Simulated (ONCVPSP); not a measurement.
# An ONCV potential for Mo, from input to tests

Task: generate the file, and judge it by its errors in other configurations, its logarithmic derivatives, its ghosts and its cutoff.

Program: ONCVPSP 4.0.1. Reference atom: PBE, scalar-relativistic, spherical and spin-unpolarised. All values are calculated.

## (1) Starting point

Typed settings, in words:

| Property | Result |
| --- | --- |
| element | molybdenum (Mo, Z = 42) |
| type | optimised norm-conserving Vanderbilt (ONCV) |
| frozen core | [Ar] 3d10 |
| valence charge | 14 |
| reference configuration | 4s2 4p6 4d5 (charge +1) |
| partial waves | 4s: rc 1.25 bohr, ncon 5, nbas 9, qcut 4.8 1/bohr, 3 projectors, debl 1.7 Ha; 4p: rc 2.10 bohr, ncon 4, nbas 8, qcut 5.2 1/bohr, 2 projectors, debl 3.5 Ha; 4d: rc 1.25 bohr, ncon 4, nbas 7, qcut 8.7 1/bohr, local |
| local potential | the d channel |
| core correction | Teter function, fcfact 5.5, rcfact 1.25 |

An earlier all-electron run gives the scale for the radii.

All-electron outer shells of the reference configuration (PBE, scalar-relativistic, ld1.x):

```json
{"shell": "4s", "level (eV)": "-71.11", "outermost node (bohr)": "0.51", "outermost maximum (bohr)": "0.99"}
{"shell": "4p", "level (eV)": "-45.29", "outermost node (bohr)": "0.52", "outermost maximum (bohr)": "1.08"}
{"shell": "4d", "level (eV)": "-10.41", "outermost node (bohr)": "0.53", "outermost maximum (bohr)": "1.38"}
{"shell": "5s", "level (eV)": "-9.83", "outermost node (bohr)": "1.34", "outermost maximum (bohr)": "2.79"}
{"shell": "5p", "level (eV)": "-5.91", "outermost node (bohr)": "1.53", "outermost maximum (bohr)": "3.53"}
```

## (2) The generation run

The input, Mo.dat:

```
# ATOM AND REFERENCE CONFIGURATION
# atsym  z   nc   nv     iexc    psfile
  Mo 42.00    6    3        4      upf
#
#   n    l    f
    1    0    2.00
    2    0    2.00
    2    1    6.00
    3    0    2.00
    3    1    6.00
    3    2   10.00
    4    0    2.00
    4    1    6.00
    4    2    5.00
#
# PSEUDOPOTENTIAL AND OPTIMIZATION
# lmax
    2
#
#   l,   rc,      ep,       ncon, nbas, qcut
    0    1.25    0.00    5    9    4.80
    1    2.10    0.00    4    8    5.20
    2    1.25    0.00    4    7    8.70
#
# LOCAL POTENTIAL
# lloc, lpopt,  rc(5),   dvloc0
    2    5    1.25    0.00
#
# VANDERBILT-KLEINMAN-BYLANDER PROJECTORs
# l, nproj, debl
    0    3    1.70
    1    2    3.50
    2    0    4.00
#
# MODEL CORE CHARGE
# icmod, fcfact, rcfact
    3    5.50    1.25
#
# LOG DERIVATIVE ANALYSIS
# epsh1, epsh2, depsh
   -4.00    5.00    0.02
#
# OUTPUT GRID
# rlmax, drl
    6.00    0.01
#
# TEST CONFIGURATIONS
# ncnf
    4
# nvcnf
#   n    l    f
    4
    4    0    2.00
    4    1    6.00
    4    2    5.00
    5    0    1.00
#
    3
    4    0    2.00
    4    1    6.00
    4    2    4.00
#
    3
    4    0    2.00
    4    1    6.00
    4    2    3.00
#
    4
    4    0    2.00
    4    1    6.00
    4    2    5.00
    5    1    1.00
#
```

Started as:

```sh
$ oncvpsp.x < Mo.dat > Mo.out
```

Q: Predict the outcome of this session. Wanted: cutoffs for 1 and 0.1 mHa per electron, occupied waves; bound ghosts; GHOST(+) flags; largest test error; largest phase difference near zero energy, channels read; rms error of d²Exc/dn², without and with the model core; projector energies reset by the program.

**Answer**, as computed:

| quantity | value |
| --- | --- |
| cutoffs for 1 and 0.1 mHa per electron, occupied waves | 135 Ha and 153 Ha |
| bound ghosts | none found |
| GHOST(+) flags | s at 296 eV, s at 762 eV, s at 1921 eV |
| largest test error (AE − PS) | +5.4 meV, for 4s2 4p6 4d3 |
| largest phase difference near zero energy, channels read | 0.001 rad |
| rms error of d²Exc/dn², without and with the model core | 2.52 and 0.52 mHa |
| projector energies reset by the program | s: -2.613, 0.250, 1.950 Ha |

**Reading.** By total energies transferability is good: the largest error is 5.4 meV on 42.2 eV, for 4s2 4p6 4d3. It counts as very hard, with 135 Ha needed at the looser tolerance. At the looser tolerance the 4s wave is the slowest; 4d needs 24 Ha. No bound ghost shows below the valence levels. Near zero energy the phases of the channels with partial waves agree within 0.001 rad. The program also flags highly localised states, GHOST(+) (s). These are tests on the free atom; a crystal test is still owed.
